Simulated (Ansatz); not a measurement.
# ClFH2OSn: two geometries relaxed

Are the two ends of the rotation by 120° about the O1–Sn2 bond separate minima, and which lies lower? Each is relaxed from a guess. SMILES of the start: [OH][SnH]([F])[Cl].

All numbers below are computed with Ansatz 0.2.0 (RKS PBE0-D4/def2-SVP).

## 1. The structure to begin with

Bond lengths: O1–Sn2 1.950 Å, Sn2–F3 1.920 Å, Sn2–Cl4 2.280 Å, O1–H5 1.047 Å, Sn2–H6 1.760 Å. Angles: O1–Sn2–F3 107.7°, O1–Sn2–Cl4 110.8°, O1–Sn2–H6 109.4°, F3–Sn2–Cl4 108.4°, F3–Sn2–H6 110.4°, Cl4–Sn2–H6 110.1°, Sn2–O1–H5 104.3°.

As a file:

```xyz
6

O     0.3627    0.9281   -1.2508
Sn    0.1560   -0.2743    0.2700
F     1.5380   -1.6016    0.1554
Cl   -1.8630   -1.3307    0.1995
H    -0.4604    1.5727   -1.1856
H     0.3088    0.6418    1.7653
```

## 2. Relaxing end A

File input.yaml:

```yaml
crystal:
  periodic: [false, false, false]
  atoms:
    - { symbol: O, position_ang: [0.3627, 0.9281, -1.2508] }
    - { symbol: Sn, position_ang: [0.156, -0.2743, 0.27] }
    - { symbol: F, position_ang: [1.538, -1.6016, 0.1554] }
    - { symbol: Cl, position_ang: [-1.863, -1.3307, 0.1995] }
    - { symbol: H, position_ang: [-0.4604, 1.5727, -1.1856] }
    - { symbol: H, position_ang: [0.3088, 0.6418, 1.7653] }
basis:
  gaussian: { orbitals: def2-SVP }
hamiltonian:
  xc: pbe0
  dispersion: d4
relax:
  f_tol: 0.015
  max_steps: 40
output:
  orbitals: {}
```

Launch:

```bash
$ ansatz run input.yaml --threads 1 --pin off --max-ram 2048MiB --backend cpu --events-out ev --progress --plain --runs-dir out
```

What it wrote, shortened:

```text
Warning: RAYON_NUM_THREADS=1 ignored (pool sized by the plan → 1); use --threads N
[...]
Functional definition: PBE0
[...]
926 factors; integrals over basis functions are off by at most 3.2e-4 eV
[...]
mean field -23135.65781035 eV, -850.2197426184 hartree, gradient 2.8e-5 eV, S^2 0.000000; 0 other end points of the search recorded, 0 dependent functions left out
[...]
reference -23135.65783839 eV, -850.2197436489 hartree; 29, 29 occupied and 53, 53 virtual orbitals, 926 factors
relax step   1: F+E_penalty+E_count = -23135.76788311 eV  Δ(F+E_penalty+E_count) = +0.000e0 eV  max|allowed force component| = 2.547e0 eV/Å  Δτ_max = 0.0000 Å  (27 SCF iters, accepted)
[...]
relax step   5: F+E_penalty+E_count = -23136.03165979 eV  Δ(F+E_penalty+E_count) = -1.939e-2 eV  max|allowed force component| = 3.867e-1 eV/Å  Δτ_max = 0.0850 Å  (30 SCF iters, accepted)
[...]
relax step   9: F+E_penalty+E_count = -23136.09548812 eV  Δ(F+E_penalty+E_count) = -1.673e-4 eV  max|allowed force component| = 4.357e-1 eV/Å  Δτ_max = 0.0990 Å  (30 SCF iters, accepted)
[...]
relax step  13: F+E_penalty+E_count = -23136.10590529 eV  Δ(F+E_penalty+E_count) = -2.426e-4 eV  max|allowed force component| = 2.554e-1 eV/Å  Δτ_max = 0.0491 Å  (31 SCF iters, accepted)
[...]
relax step  15: F+E_penalty+E_count = -23136.10698965 eV  Δ(F+E_penalty+E_count) = -1.001e-4 eV  max|allowed force component| = 3.504e-2 eV/Å  Δτ_max = 0.0068 Å  (25 SCF iters, accepted)
[...]
relax step  16: F+E_penalty+E_count = -23136.10701953 eV  Δ(F+E_penalty+E_count) = -2.988e-5 eV  max|allowed force component| = 5.893e-3 eV/Å  Δτ_max = 0.0022 Å  (24 SCF iters, accepted)
926 factors; integrals over basis functions are off by at most 4.4e-4 eV
[...]
mean field -23135.99701340 eV, -850.2322081003 hartree, gradient 1.3e-5 eV, S^2 0.000000; 1 other end points of the search recorded, 0 dependent functions left out
[...]
reference -23135.99704106 eV, -850.2322091168 hartree; 29, 29 occupied and 53, 53 virtual orbitals, 926 factors
Total energy: -23136.10704719 eV, -850.2362517678 hartree
Atom 0 at     0.126319     1.321630    -0.864195 Å, force     0.000067     0.001143     0.001282 eV/Å
Atom 1 at     0.093852    -0.139939     0.438056 Å, force    -0.002183     0.000145    -0.005893 eV/Å
Atom 2 at     1.408149    -1.431041    -0.136854 Å, force     0.000973    -0.000862     0.001239 eV/Å
Atom 3 at    -1.934696    -1.277770     0.281747 Å, force     0.001073     0.000594     0.001522 eV/Å
Atom 4 at    -0.109171     1.035681    -1.755850 Å, force     0.000223    -0.000831     0.001399 eV/Å
Atom 5 at     0.457646     0.427438     1.990896 Å, force    -0.000152    -0.000189     0.000451 eV/Å
Dipole moment:    -0.068982     0.260747     0.150391 e Å
```

It took 71 s on 1 thread of Intel Xeon Platinum 8488C (Sapphire Rapids), shared host; peak memory 0.2 GiB.

The steps of the relaxation:

```csv
step,energy from step 1 (eV),largest force component (eV/Å)
1,0.0000,2.5471
2,-0.2064,1.2661
3,-0.2444,0.8922
4x,-0.2278,0.4370
5,-0.2638,0.3867
6,-0.2788,0.1876
7,-0.3014,0.2798
8,-0.3274,0.1635
9,-0.3276,0.4357
10x,-0.2911,1.6552
11,-0.3375,0.0206
12,-0.3378,0.0390
13,-0.3380,0.2554
14,-0.3390,0.0723
15,-0.3391,0.0350
16,-0.3391,0.0059
```

Step 1 is the start. 2 steps were tried and not accepted (marked x).

After: Bond lengths: O1–Sn2 1.958 Å, Sn2–F3 1.930 Å, Sn2–Cl4 2.331 Å, O1–H5 0.966 Å, Sn2–H6 1.693 Å. Angles: O1–Sn2–F3 106.9°, O1–Sn2–Cl4 109.5°, O1–Sn2–H6 110.9°, F3–Sn2–Cl4 104.2°, F3–Sn2–H6 110.6°, Cl4–Sn2–H6 114.3°, Sn2–O1–H5 112.9°.

## 3. Relaxing end B

The second end starts from a geometry with the move made by hand.

File input.yaml:

```yaml
crystal:
  periodic: [false, false, false]
  atoms:
    - { symbol: O, position_ang: [0.3627, 0.9281, -1.2508] }
    - { symbol: Sn, position_ang: [0.156, -0.2743, 0.27] }
    - { symbol: F, position_ang: [-1.58547, -1.07269, 0.14905] }
    - { symbol: Cl, position_ang: [0.28533, 0.87443, 2.23495] }
    - { symbol: H, position_ang: [-0.4604, 1.5727, -1.1856] }
    - { symbol: H, position_ang: [1.404, -1.5142, 0.20954] }
basis:
  gaussian: { orbitals: def2-SVP }
hamiltonian:
  xc: pbe0
  dispersion: d4
relax:
  f_tol: 0.015
  max_steps: 40
```

Launch:

```bash
$ ansatz run input.yaml --threads 1 --pin off --max-ram 2048MiB --backend cpu --events-out ev --progress --plain --runs-dir out
```

What it wrote, shortened:

```text
Warning: RAYON_NUM_THREADS=1 ignored (pool sized by the plan → 1); use --threads N
[...]
[... 1 set-up line as earlier in the session ...]
[...]
927 factors; integrals over basis functions are off by at most 3.2e-4 eV
[...]
mean field -23135.75607966 eV, -850.2233539488 hartree, gradient 2.6e-5 eV, S^2 0.000000; 0 other end points of the search recorded, 0 dependent functions left out
[...]
reference -23135.75610733 eV, -850.2233549657 hartree; 29, 29 occupied and 53, 53 virtual orbitals, 927 factors
relax step   1: F+E_penalty+E_count = -23135.86606659 eV  Δ(F+E_penalty+E_count) = +0.000e0 eV  max|allowed force component| = 2.778e0 eV/Å  Δτ_max = 0.0000 Å  (26 SCF iters, accepted)
[...]
relax step   6: F+E_penalty+E_count = -23136.10694522 eV  Δ(F+E_penalty+E_count) = -1.853e-4 eV  max|allowed force component| = 3.494e-2 eV/Å  Δτ_max = 0.0197 Å  (32 SCF iters, accepted)
[...]
927 factors; integrals over basis functions are off by at most 3.2e-4 eV
[...]
mean field -23135.99702438 eV, -850.2322085041 hartree, gradient 1.4e-5 eV, S^2 0.000000; 1 other end points of the search recorded, 0 dependent functions left out
[...]
reference -23135.99705196 eV, -850.2322095173 hartree; 29, 29 occupied and 53, 53 virtual orbitals, 927 factors
Total energy: -23136.10703692 eV, -850.2362513901 hartree
Atom 0 at     0.295940     0.918962    -1.254398 Å, force    -0.000049    -0.000111    -0.001119 eV/Å
Atom 1 at     0.189879    -0.312426     0.263874 Å, force     0.000834    -0.001629     0.001007 eV/Å
Atom 2 at    -1.569050    -1.105505     0.219020 Å, force    -0.001347    -0.000732    -0.000190 eV/Å
Atom 3 at     0.223675     0.896175     2.256740 Å, force    -0.000286     0.001319    -0.000234 eV/Å
Atom 4 at    -0.362609     1.623800    -1.213073 Å, force    -0.000154     0.002023     0.000667 eV/Å
Atom 5 at     1.384325    -1.506966     0.154978 Å, force     0.001002    -0.000869    -0.000131 eV/Å
Dipole moment:     0.288975     0.002064    -0.100330 e Å
```

Run time: 32 s. Hardware: 1 thread of Intel Xeon Platinum 8488C (Sapphire Rapids), shared host; peak memory 0.27 GiB.

Relaxation path:

```csv
step,energy from step 1 (eV),largest force component (eV/Å)
1,0.0000,2.7777
2,-0.1975,0.9636
3,-0.2388,0.1680
4,-0.2402,0.0457
5,-0.2407,0.0473
6,-0.2409,0.0349
7,-0.2409,0.0020
```

Step 1 is the start.

After: Bond lengths: O1–Sn2 1.958 Å, Sn2–F3 1.930 Å, Sn2–Cl4 2.331 Å, O1–H5 0.966 Å, Sn2–H6 1.693 Å. Angles: O1–Sn2–F3 106.8°, O1–Sn2–Cl4 109.6°, O1–Sn2–H6 110.8°, F3–Sn2–Cl4 104.2°, F3–Sn2–H6 110.6°, Cl4–Sn2–H6 114.2°, Sn2–O1–H5 112.9°.

## 4. Outcome

```
                           quantity                     value
                              end A  13 moves, 0.339 eV lower
                              end B   6 moves, 0.241 eV lower
largest difference between the ends                    0.01 Å
            end B relative to end A                 +0.000 eV
```

In words: Both starts fell into the same minimum (no atom differs by more than 0.01 Å), so from this start no second minimum was found and no band was run; another arrangement could still be one.
